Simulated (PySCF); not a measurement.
# C9H18OSi: the cost of one run

The runs use PySCF 2.14.0, with density-fitted response routines of our own; the level of theory stands in each step. All values are computed, except where a source is named. Atoms are numbered from 0 throughout.

**1. The starting structure**

29 atoms, charge 0, multiplicity 1; geometry from: GFN2-xTB.

Bonds of the start (Å): C0–Si1 1.91, Si1–C2 1.91, Si1–C3 1.90, Si1–O4 1.63, O4–C5 1.36, C5–C6 1.33, C6–C7 1.50, C7–C8 1.53, C8–C9 1.52, C9–C10 1.53, C10–C5 1.50, C0–H11 1.09, C0–H12 1.09, C0–H13 1.09, C2–H14 1.09, C2–H15 1.09, C2–H16 1.09, C3–H17 1.08, C3–H18 1.08, C3–H19 1.08, C6–H20 1.08, C7–H21 1.10, C7–H22 1.09, C8–H23 1.09, C8–H24 1.09, C9–H25 1.09, C9–H26 1.09, C10–H27 1.09, C10–H28 1.09.

**2. Geometry optimisation at PBE0-D3(BJ)/def2-SVP**

The job: settings as JSON, then the geometry in Å.

```
{"job": {"xc": "PBE0", "basis": "def2-SVP", "d3": "d3bj", "grid": 1, "kind": "geom"}, "charge": 0, "multiplicity": 1}
C     -2.409110    -1.471530     0.776010
Si    -1.945280     0.240350     0.065500
C     -2.261470     0.234030    -1.819030
C     -2.950910     1.604900     0.918270
O     -0.417060     0.696240     0.423140
C      0.839980     0.247950     0.168130
C      1.871730     1.067130     0.335560
C      3.296360     0.657920     0.118360
C      3.439790    -0.860380     0.073930
C      2.373270    -1.451040    -0.840090
C      0.987300    -1.182470    -0.262020
H     -1.952640    -2.288830     0.224650
H     -3.483170    -1.625590     0.748370
H     -2.095850    -1.561840     1.812420
H     -2.007900     1.194980    -2.257990
H     -1.673410    -0.521030    -2.334430
H     -3.305200     0.038140    -2.042910
H     -4.013350     1.457710     0.758680
H     -2.691040     2.586210     0.535710
H     -2.775040     1.614860     1.988770
H      1.692100     2.088150     0.637360
H      3.653590     1.090680    -0.822870
H      3.918650     1.071490     0.916060
H      3.315450    -1.267500     1.079000
H      4.436090    -1.130610    -0.280710
H      2.452750    -0.989690    -1.826260
H      2.522400    -2.526280    -0.956630
H      0.807590    -1.826310     0.604560
H      0.215060    -1.408610    -0.999520
```

Q: Estimate the wall time of this first job on 8 threads of Intel Xeon at 2.50GHz (Skylake/Cascade Lake), shared host.

About 11 min.
